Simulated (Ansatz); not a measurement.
**FH5NPSi: two geometries relaxed**

Aim: relax the geometries before and after the inversion of the pyramid at N1, and see whether they are two minima and how far apart in energy. SMILES of the start: N[SiH](F)P.

Method: RKS B3LYP/def2-SVP, in Ansatz 0.2.0.

## 1. The system as given

Bond lengths: N1–Si2 1.631 Å, Si2–F3 1.590 Å, Si2–P4 2.126 Å, N1–H5 1.053 Å, N1–H6 1.065 Å, Si2–H7 1.500 Å, P4–H8 1.390 Å, P4–H9 1.465 Å. Angles: N1–Si2–F3 105.6°, N1–Si2–P4 106.9°, N1–Si2–H7 109.7°, F3–Si2–P4 109.5°, F3–Si2–H7 113.0°, P4–Si2–H7 111.8°, Si2–N1–H5 110.0°, Si2–N1–H6 111.2°, H5–N1–H6 101.9°, Si2–P4–H8 99.2°, Si2–P4–H9 99.9°, H8–P4–H9 95.5°.

As a file:

```xyz
9

N     0.0722    1.3456   -0.8406
Si    0.6690   -0.0236   -0.1846
F     1.3284   -0.8233   -1.3906
P    -0.9882   -1.1193    0.5712
H    -0.3817    1.1339   -1.7673
H    -0.7487    1.7182   -0.2733
H     1.6497    0.3202    0.8970
H    -0.3066   -2.1897    1.1380
H    -1.2055   -0.4084    1.8332
```

## 2. Relaxing end A

Contents of input.yaml:

```yaml
crystal:
  periodic: [false, false, false]
  atoms:
    - { symbol: "N", position_ang: [0.0722, 1.3456, -0.8406] }
    - { symbol: Si, position_ang: [0.669, -0.0236, -0.1846] }
    - { symbol: F, position_ang: [1.3284, -0.8233, -1.3906] }
    - { symbol: P, position_ang: [-0.9882, -1.1193, 0.5712] }
    - { symbol: H, position_ang: [-0.3817, 1.1339, -1.7673] }
    - { symbol: H, position_ang: [-0.7487, 1.7182, -0.2733] }
    - { symbol: H, position_ang: [1.6497, 0.3202, 0.897] }
    - { symbol: H, position_ang: [-0.3066, -2.1897, 1.138] }
    - { symbol: H, position_ang: [-1.2055, -0.4084, 1.8332] }
basis:
  gaussian: { orbitals: def2-SVP }
hamiltonian:
  xc: b3lyp
relax:
  f_tol: 0.015
  max_steps: 40
```

Command:

```console
> ansatz run input.yaml --threads 1 --pin off --max-ram 2048MiB --backend cpu --events-out ev --progress --plain --runs-dir out
```

The program printed, cut to the lines that bear on the results:

```text
Warning: RAYON_NUM_THREADS=1 ignored (pool sized by the plan → 1); use --threads N
[...]
Functional definition: B3LYP
[...]
917 factors; integrals over basis functions are off by at most 3.5e-4 eV
[...]
mean field -21448.72882470 eV, -788.2262458372 hartree, gradient 8.7e-6 eV, S^2 0.000000; 0 other end points of the search recorded, 0 dependent functions left out
[...]
reference -21448.72905945 eV, -788.2262544639 hartree; 25, 25 occupied and 64, 64 virtual orbitals, 917 factors
relax step   1: F+E_penalty+E_count = -21448.72882470 eV  Δ(F+E_penalty+E_count) = +0.000e0 eV  max|allowed force component| = 3.565e0 eV/Å  Δτ_max = 0.0000 Å  (25 SCF iters, accepted)
[...]
relax step   4: F+E_penalty+E_count = -21449.39473459 eV  Δ(F+E_penalty+E_count) = -2.302e-2 eV  max|allowed force component| = 2.322e-1 eV/Å  Δτ_max = 0.0852 Å  (24 SCF iters, accepted)
[...]
relax step   7: F+E_penalty+E_count = -21449.49455969 eV  Δ(F+E_penalty+E_count) = -2.734e-2 eV  max|allowed force component| = 2.834e-1 eV/Å  Δτ_max = 0.2000 Å  (27 SCF iters, accepted)
[...]
relax step  10: F+E_penalty+E_count = -21449.53063249 eV  Δ(F+E_penalty+E_count) = -1.423e-2 eV  max|allowed force component| = 5.208e-1 eV/Å  Δτ_max = 0.0984 Å  (26 SCF iters, accepted)
[...]
relax step  11: F+E_penalty+E_count = -21449.55061100 eV  Δ(F+E_penalty+E_count) = -1.998e-2 eV  max|allowed force component| = 5.077e-1 eV/Å  Δτ_max = 0.1500 Å  (28 SCF iters, accepted)
[...]
relax step  12: F+E_penalty+E_count = -21449.55433795 eV  Δ(F+E_penalty+E_count) = -3.727e-3 eV  max|allowed force component| = 2.452e-1 eV/Å  Δτ_max = 0.1045 Å  (26 SCF iters, accepted)
[...]
917 factors; integrals over basis functions are off by at most 4.4e-4 eV
[...]
```

## 3. More of the same log: end point A relaxed

The log, continued, cut to the lines that bear on the results:

```text
mean field -21449.56963978 eV, -788.2571452216 hartree, gradient 5.9e-5 eV, S^2 0.000000; 0 other end points of the search recorded, 0 dependent functions left out
[...]
reference -21449.56987909 eV, -788.2571540160 hartree; 25, 25 occupied and 64, 64 virtual orbitals, 917 factors
relax step  13: F+E_penalty+E_count = -21449.56963978 eV  Δ(F+E_penalty+E_count) = -1.530e-2 eV  max|allowed force component| = 5.012e-1 eV/Å  Δτ_max = 0.0938 Å  (24 SCF iters, accepted)
[...]
relax step  15: F+E_penalty+E_count = -21449.57354334 eV  Δ(F+E_penalty+E_count) = -3.904e-3 eV  max|allowed force component| = 1.804e-1 eV/Å  Δτ_max = 0.0963 Å  (24 SCF iters, accepted)
[...]
relax step  17: F+E_penalty+E_count = -21449.57978829 eV  Δ(F+E_penalty+E_count) = -1.828e-3 eV  max|allowed force component| = 8.358e-2 eV/Å  Δτ_max = 0.0504 Å  (24 SCF iters, accepted)
[...]
Total energy: -21449.58105539 eV, -788.2575647372 hartree
Atom 0 at    -0.201548     1.359415    -0.813906 Å, force    -0.003798    -0.000282    -0.004449 eV/Å
Atom 1 at     0.555972     0.007641    -0.083704 Å, force     0.005947     0.002531     0.000291 eV/Å
Atom 2 at     1.500946    -0.860159    -1.102975 Å, force     0.000023    -0.004022    -0.006669 eV/Å
Atom 3 at    -1.085447    -1.416775     0.552766 Å, force    -0.000813     0.000658    -0.000725 eV/Å
Atom 4 at    -0.968580     1.249305    -1.470393 Å, force     0.000665     0.000219     0.002345 eV/Å
Atom 5 at     0.298132     2.230431    -0.966012 Å, force     0.001279    -0.000568     0.001425 eV/Å
Atom 6 at     1.469351     0.521808     0.968488 Å, force    -0.002213     0.002881     0.005307 eV/Å
Atom 7 at    -0.181336    -2.380390     1.095700 Å, force     0.000194    -0.001219     0.000971 eV/Å
Atom 8 at    -1.298891    -0.757676     1.803036 Å, force    -0.001282    -0.000198     0.001504 eV/Å
Dipole moment:    -0.113101     0.384471     0.048767 e Å
```

It took 3.9 min on 1 thread of Intel Xeon at 2.50GHz (Skylake/Cascade Lake), shared host; peak memory 0.18 GiB.

Relaxation path:

| step | energy from step 1 (eV) | largest force component (eV/Å) |
| --- | --- | --- |
| 1 | 0.0000 | 3.5645 |
| 2 | -0.5199 | 1.7425 |
| 3 | -0.6429 | 0.4477 |
| 4 | -0.6659 | 0.2322 |
| 5 | -0.7026 | 0.5289 |
| 6 | -0.7384 | 0.2400 |
| 7 | -0.7657 | 0.2834 |
| 8x | -0.7278 | 1.5765 |
| 9 | -0.7876 | 0.1793 |
| 10 | -0.8018 | 0.5208 |
| 11 | -0.8218 | 0.5077 |
| 12 | -0.8255 | 0.2452 |
| 13 | -0.8408 | 0.5012 |
| 14x | -0.8317 | 0.1732 |
| 15 | -0.8447 | 0.1804 |
| 16 | -0.8491 | 0.1468 |
| 17 | -0.8510 | 0.0836 |
| 18 | -0.8517 | 0.0826 |
| 19 | -0.8519 | 0.0345 |
| 20x | -0.8519 | 0.0378 |
| 21 | -0.8520 | 0.0067 |

Step 1 is the start. 3 steps were tried and not accepted (marked x).

After: Bond lengths: N1–Si2 1.713 Å, Si2–F3 1.639 Å, Si2–P4 2.265 Å, N1–H5 1.016 Å, N1–H6 1.016 Å, Si2–H7 1.485 Å, P4–H8 1.429 Å, P4–H9 1.429 Å. Angles: N1–Si2–F3 114.1°, N1–Si2–P4 107.2°, N1–Si2–H7 107.5°, F3–Si2–P4 105.1°, F3–Si2–H7 105.6°, P4–Si2–H7 117.7°, Si2–N1–H5 121.6°, Si2–N1–H6 121.5°, H5–N1–H6 111.6°, Si2–P4–H8 94.2°, Si2–P4–H9 93.7°, H8–P4–H9 94.2°.

## 4. Relaxing end B

The second end starts from a geometry with the move made by hand.

Changes to input.yaml since step 2:

```diff
@@ -7,4 +7,4 @@
     - { symbol: P, position_ang: [-0.9882, -1.1193, 0.5712] }
-    - { symbol: H, position_ang: [-0.3817, 1.1339, -1.7673] }
-    - { symbol: H, position_ang: [-0.7487, 1.7182, -0.2733] }
+    - { symbol: H, position_ang: [0.6144, 1.59639, -1.70821] }
+    - { symbol: H, position_ang: [0.25902, 2.18608, -0.21352] }
     - { symbol: H, position_ang: [1.6497, 0.3202, 0.897] }
```

Command:

```console
> ansatz run input.yaml --threads 1 --pin off --max-ram 2048MiB --backend cpu --events-out ev --progress --plain --runs-dir out
```

The program printed, cut to the lines that bear on the results:

```text
Warning: RAYON_NUM_THREADS=1 ignored (pool sized by the plan → 1); use --threads N
[...]
[... 1 set-up line as earlier in the session ...]
[...]
916 factors; integrals over basis functions are off by at most 3.5e-4 eV
[...]
mean field -21448.73930844 eV, -788.2266311074 hartree, gradient 8.6e-6 eV, S^2 0.000000; 0 other end points of the search recorded, 0 dependent functions left out
[...]
reference -21448.73954613 eV, -788.2266398424 hartree; 25, 25 occupied and 64, 64 virtual orbitals, 916 factors
relax step   1: F+E_penalty+E_count = -21448.73930844 eV  Δ(F+E_penalty+E_count) = +0.000e0 eV  max|allowed force component| = 5.163e0 eV/Å  Δτ_max = 0.0000 Å  (24 SCF iters, accepted)
[...]
relax step   5: F+E_penalty+E_count = -21449.38609471 eV  Δ(F+E_penalty+E_count) = -1.211e-2 eV  max|allowed force component| = 6.645e-1 eV/Å  Δτ_max = 0.2000 Å  (28 SCF iters, accepted)
[...]
Total energy: -21449.58106131 eV, -788.2575649551 hartree
Atom 0 at     0.279942     1.520848    -0.722346 Å, force    -0.000253    -0.004436     0.002673 eV/Å
Atom 1 at     0.778750     0.028643    -0.044821 Å, force     0.001486     0.001683    -0.004085 eV/Å
Atom 2 at     1.632535    -0.919468    -1.073244 Å, force    -0.000313     0.000718     0.000912 eV/Å
Atom 3 at    -1.095769    -1.152002     0.424483 Å, force    -0.001793    -0.001966     0.000345 eV/Å
Atom 4 at    -0.457512     1.569386    -1.418690 Å, force    -0.004212    -0.000265    -0.002821 eV/Å
Atom 5 at     0.914374     2.310488    -0.794322 Å, force     0.004641     0.002718     0.000785 eV/Å
Atom 6 at     1.699875     0.334436     1.079389 Å, force     0.001492     0.000697     0.001460 eV/Å
Atom 7 at    -0.384309    -2.273737     0.950354 Å, force     0.000314     0.000602    -0.000744 eV/Å
Atom 8 at    -1.275465    -0.534625     1.701068 Å, force    -0.001363     0.000250     0.001475 eV/Å
Dipole moment:    -0.054507     0.394853     0.068605 e Å
```

It took 2.9 min on 1 thread of Intel Xeon at 2.50GHz (Skylake/Cascade Lake), shared host; peak memory 0.18 GiB.

Step by step:

| step | energy from step 1 (eV) | largest force component (eV/Å) |
| --- | --- | --- |
| 1 | 0.0000 | 5.1628 |
| 2 | -0.5057 | 2.0310 |
| 3 | -0.6146 | 0.3471 |
| 4 | -0.6347 | 0.2836 |
| 5 | -0.6468 | 0.6645 |
| 6 | -0.6526 | 0.7368 |
| 7 | -0.6858 | 0.3398 |
| 8x | -0.6230 | 2.4471 |
| 9 | -0.7048 | 0.3934 |
| 10 | -0.7283 | 0.3887 |
| 11 | -0.7533 | 0.6697 |
| 12 | -0.8090 | 0.2371 |
| 13 | -0.8334 | 0.2474 |
| 14x | -0.8184 | 0.4993 |
| 15 | -0.8391 | 0.0933 |
| 16 | -0.8413 | 0.0474 |
| 17 | -0.8413 | 0.0381 |
| 18 | -0.8413 | 0.0613 |
| 19 | -0.8415 | 0.0046 |

Step 1 is the start. 2 steps were tried and not accepted (marked x).

After: Bond lengths: N1–Si2 1.713 Å, Si2–F3 1.639 Å, Si2–P4 2.265 Å, N1–H5 1.015 Å, N1–H6 1.015 Å, Si2–H7 1.485 Å, P4–H8 1.429 Å, P4–H9 1.429 Å. Angles: N1–Si2–F3 114.0°, N1–Si2–P4 107.2°, N1–Si2–H7 107.5°, F3–Si2–P4 105.1°, F3–Si2–H7 105.7°, P4–Si2–H7 117.6°, Si2–N1–H5 121.6°, Si2–N1–H6 121.6°, H5–N1–H6 111.6°, Si2–P4–H8 94.2°, Si2–P4–H9 93.7°, H8–P4–H9 94.2°.

## 5. Results

```
                           quantity                     value
                              end A  17 moves, 0.852 eV lower
                              end B  16 moves, 0.842 eV lower
largest difference between the ends                    0.00 Å
            end B relative to end A                 -0.000 eV
```

**Reading.** The two relaxations end at one structure, within 0.00 Å: no second minimum was found from this start, which doesn't rule one out.
